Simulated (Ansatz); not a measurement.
# CH5AlN2OS: the cost of one run

Program: Ansatz 0.2.0. Level of theory: RKS B3LYP-D4/STO-3G. These are calculated values, not measurements.

### 1 The starting structure

Bond lengths: N1–Al2 1.888 Å, Al2–N3 1.922 Å, Al2–C4 1.975 Å, N3–C4 1.470 Å, C4–O5 1.402 Å, C4–S6 1.770 Å, N1–H7 1.074 Å, N1–H8 0.980 Å, N3–H9 1.014 Å, O5–H10 0.969 Å, S6–H11 1.415 Å. Angles (14 of 17 angles, heavy atoms first): N1–Al2–N3 150.7°, N1–Al2–C4 148.4°, N3–Al2–C4 44.3°, Al2–N3–C4 69.8°, Al2–C4–N3 65.9°, Al2–C4–O5 115.7°, Al2–C4–S6 117.6°, N3–C4–O5 113.2°, N3–C4–S6 114.8°, O5–C4–S6 118.6°, Al2–N1–H7 104.6°, Al2–N1–H8 108.2°, Al2–N3–H9 108.4°, C4–N3–H9 113.1°.

Structure file:

```xyz
11

N    -2.2829   -0.1606    1.2566
Al   -0.7773    0.5015    0.3287
N     0.8510    1.5213    0.2870
C     1.0625    0.2003   -0.3228
O     1.2328    0.2556   -1.7133
S     2.0947   -0.8915    0.6132
H    -3.1140    0.0502    0.6095
H    -2.1897   -1.1330    1.3380
H     0.7462    2.2629   -0.3961
H     0.9179   -0.6005   -2.0411
H     1.5242   -2.0632    0.0609
```

### 2 Preparing the start

The input, input.yaml:

```yaml
crystal:
  periodic: [false, false, false]
  atoms:
    - { symbol: "N", position_ang: [-2.2829, -0.1606, 1.2566] }
    - { symbol: Al, position_ang: [-0.7773, 0.5015, 0.3287] }
    - { symbol: "N", position_ang: [0.851, 1.5213, 0.287] }
    - { symbol: C, position_ang: [1.0625, 0.2003, -0.3228] }
    - { symbol: O, position_ang: [1.2328, 0.2556, -1.7133] }
    - { symbol: S, position_ang: [2.0947, -0.8915, 0.6132] }
    - { symbol: H, position_ang: [-3.114, 0.0502, 0.6095] }
    - { symbol: H, position_ang: [-2.1897, -1.133, 1.338] }
    - { symbol: H, position_ang: [0.7462, 2.2629, -0.3961] }
    - { symbol: H, position_ang: [0.9179, -0.6005, -2.0411] }
    - { symbol: H, position_ang: [1.5242, -2.0632, 0.0609] }
basis:
  gaussian: { orbitals: STO-3G }
hamiltonian:
  xc: b3lyp
  dispersion: d4
relax:
  f_tol: 0.02
  max_steps: 40
scf:
  lower_state_search: "off"
output:
  orbitals: {}
```

The run is started by

```
> ansatz run input.yaml --threads 1 --pin off --max-ram 2048MiB --backend cpu --events-out ev --progress --plain --runs-dir out
```

Q: Estimate wall time and peak memory on 1 thread of Arm Neoverse N1, shared host.

About 2.6 min, with a peak of 0.17 GiB.
